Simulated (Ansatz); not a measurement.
Consider vertical spin-state energies of C₂H₆O₂Sn, SMILES [CH3][SnH]([OH])[CH]=O (Ansatz 0.2.0 through its Python package).

The script, `run_spin.py`:
```python
'''Vertical spin-state energies of C2H6O2Sn.'''

import ansatz as az

geometry_ang = [
    ('C', (-0.9033, 0.89, -1.2014)),
    ('Sn', (0.3306, -0.4513, -0.2018)),
    ('O', (-0.6377, -2.1759, 0.013)),
    ('C', (0.9169, 0.3446, 1.6971)),
    ('O', (1.428, 1.3943, 1.7667)),
    ('H', (-0.4265, 1.9199, -1.338)),
    ('H', (-1.1929, 0.5308, -2.2061)),
    ('H', (-1.8348, 1.1041, -0.6216)),
    ('H', (1.7937, -0.674, -1.1005)),
    ('H', (0.0179, -2.7249, 0.5927)),
    ('H', (0.5736, -0.2145, 2.6204)),
]
geometry = az.Crystal.molecule()
for symbol, xyz in geometry_ang:
    geometry = geometry.atom(symbol, xyz)

calculation = geometry.calculation().basis(gaussian='def2-SVP').functional('pbe0')
found = {}
for unpaired in [0, 2]:
    rep = calculation.spin('collinear', total=unpaired).run().report
    s = unpaired / 2
    found[unpaired] = rep['free_energy_ev']
    print(f'2S+1 = {unpaired + 1}: E = {found[unpaired]:.5f} eV, <S^2> = {abs(rep["mean_field"]["state"]["spin_squared"]):.3f} (pure state {s * (s + 1):.2f})')
lowest = min(found, key=found.get)
for unpaired, e in found.items():
    print(f'multiplicity {unpaired + 1}: {23.060548 * (e - found[lowest]):.1f} kcal/mol above the lowest')
```

Which spin state is lowest at this geometry, and how far above lie the others?

In order: multiplicity 1 (+0.00 eV) and multiplicity 3 (+2.51 eV), all at the one geometry.

The output:

Running `python run_spin.py` prints:
```text
2S+1 = 1: E = -12084.34645 eV, <S^2> = 0.000 (pure state 0.00)
2S+1 = 3: E = -12081.83903 eV, <S^2> = 2.007 (pure state 2.00)
multiplicity 1: 0.0 kcal/mol above the lowest
multiplicity 3: 57.8 kcal/mol above the lowest
```

Total energies depend on the basis set; only differences at equal settings carry meaning. The geometry is a force-field or estimated start, not a minimum of this method, and the basis set is short of its limit. All parts are taken at fixed geometry, without zero-point energy. def2 sets replace the cores of elements past krypton by effective core potentials. Spin-orbit coupling, which mixes and shifts the spin states of heavy atoms, is left out. Run time: 15 s on 1 thread of Arm Neoverse V2, on a shared host, peak memory 0.41 GiB.

(Lines on the test bed's own set-up are left out of the output.)
